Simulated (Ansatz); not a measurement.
**CH5ClSiTe: a ladder of functionals and wavefunction methods**

An exercise on one series of results from a longer session: the logs are not shown, and one member is left open.

Computed with Ansatz 0.2.0, Gaussian basis. Level: functionals in def2-TZVPP, the program's frozen cores in correlated methods.

Levels to be run: PBE-D4, r2SCAN-D4, PBE0-D4, B3LYP-D4, ωB97X-V, ωB97M-V, B2PLYP; CCSD(T)/def2-TZVPP; MP2/def2-QZVPP; extrapolation to the limit.

**The geometry**

All runs share one geometry, relaxed beforehand with PBE0-D4 in a triple-zeta def2 set. Te takes the def2 core potential; no spin-orbit term is included.

SMILES `[SiH3][Te]CCl`, 9 atoms, charge 0, spin multiplicity 1.

Atoms are counted from 1 here; the program's logs count them from 0.

Bond lengths: Si1–Te2 2.490 Å, Si1–H5 1.484 Å, Si1–H6 1.486 Å, Si1–H7 1.486 Å, Te2–C3 2.161 Å, C3–Cl4 1.765 Å, C3–H8 1.086 Å, C3–H9 1.086 Å. Angles: Te2–Si1–H5 105.9°, Te2–Si1–H6 111.2°, Te2–Si1–H7 111.2°, H5–Si1–H6 110.0°, H5–Si1–H7 110.0°, H6–Si1–H7 108.6°, Si1–Te2–C3 93.4°, Te2–C3–Cl4 110.3°, Te2–C3–H8 109.4°, Te2–C3–H9 109.4°, Cl4–C3–H8 108.3°, Cl4–C3–H9 108.3°, H8–C3–H9 111.1°.

Set-up of the first run:

in.yaml

```yaml
crystal:
  periodic: [false, false, false]
  atoms:
    - {symbol: Si, position_ang: [0.368223, 1.672455, -0.316259]}
    - {symbol: Te, position_ang: [-1.217540, 0.235083, 0.956830]}
    - {symbol: C, position_ang: [-0.302690, -1.599451, 0.272893]}
    - {symbol: Cl, position_ang: [-1.129833, -2.993807, 0.970541]}
    - {symbol: H, position_ang: [-0.033283, 3.072041, -0.030085]}
    - {symbol: H, position_ang: [1.769596, 1.445189, 0.123133]}
    - {symbol: H, position_ang: [0.280821, 1.406488, -1.775766]}
    - {symbol: H, position_ang: [0.735936, -1.624009, 0.590204]}
    - {symbol: H, position_ang: [-0.382828, -1.660490, -0.808692]}
basis:
  gaussian: {orbitals: def2-TZVPP}
hamiltonian: {xc: pbe, dispersion: d4}
output: {forces: true, orbitals: {seedname: orbitals}}
```

The run is started by

```sh
ansatz run in.yaml --threads 4 --pin off --events-out ev --progress --plain --max-ram 10444MiB
```

Among the steps run: PBE-D4 (GGA); r2SCAN-D4 (meta-GGA); PBE0-D4 (hybrid); B3LYP-D4 (hybrid); ωB97X-V (range-separated); ωB97M-V (range-separated); B2PLYP (double hybrid); CCSD(T) in def2-TZVPP; MP2 in def2-QZVPP.

One of the session's tables, all rows but one given; the rest of the session is left out.

| method | atomisation energy (kJ/mol) |
| --- | --- |
| PBE-D4 | ? |
| r2SCAN-D4 | 2667.7 |
| PBE0-D4 | 2663.8 |
| B3LYP-D4 | 2658.4 |
| ωB97X-V | 2681.7 |
| ωB97M-V | 2661.7 |
| B2PLYP | 2619.9 |
| HF/def2-TZVPP | 1911.1 |
| MP2/def2-TZVPP | 2615.4 |
| CCSD/def2-TZVPP | 2549.8 |
| CCSD(T)/def2-TZVPP | 2594.8 |
| MP2/CBS | 2707.6 |
| CCSD(T)/CBS | 2687.0 |

**Question.** Estimate the row for PBE-D4.

**Answer.** atomisation energy (kJ/mol): 2697.7. In the column «atomisation energy (kJ/mol)» it lies between CCSD(T)/CBS (2687.0) and MP2/CBS (2707.6).
